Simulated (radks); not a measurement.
# The Coulomb parameter U of the 4d shell of Rh⁺

One table from this session's results is given with a row withheld; the runs are named, their logs left out.

The numbers are computed with radks (a radial shooting solver on a logarithmic mesh, Libxc functionals) version 1 (scalar-relativistic Kohn-Sham, r2SCAN, spin-unpolarised, spherical densities, finite nucleus), except any that are marked as measured or tabulated.

## Starting point

```
element            : rhodium (Z = 45)
charge             : +1
electrons          : 44
configuration      : [Kr] 4d6.5 5p1.5
nuclear rms radius : 4.4945 fm
```

The first run:

The run's settings:

```text
Z 45
configuration [Kr] 4d6.5 5p1.5
relativity scalar-relativistic
functional r2scan,r2scan
spin unpolarised
nucleus finite rms 4.4945 fm
c 137.035999084
```

Steps of the session up to this table: Start: [Kr] 4d6.5 5p1.5.

One table of the session follows, with a row left open; its other results are not shown here.

It belongs to the step «Start: [Kr] 4d6.5 5p1.5». From the orbitals of this run (lengths in bohr):

```
level     <r>  outermost maximum (interpolated)  90 % within  nodes
   2p       ?                                 ?            ?      ?
   3s  0.3897                             0.351        0.574      2
   3p  0.3899                             0.344        0.587      1
   3d  0.3703                             0.292        0.587      0
   4s  0.9787                             0.882         1.42      3
   4p   1.073                             0.943         1.58      2
   4d   1.426                              1.12         2.25      1
   5p   3.509                              3.00         5.19      3
```

**Question.** Estimate the row for 2p.

The run gave: <r>: 0.1237; outermost maximum (interpolated): 0.0958; 90 % within: 0.201; nodes: 0. In the column «<r>» it is the lowest.
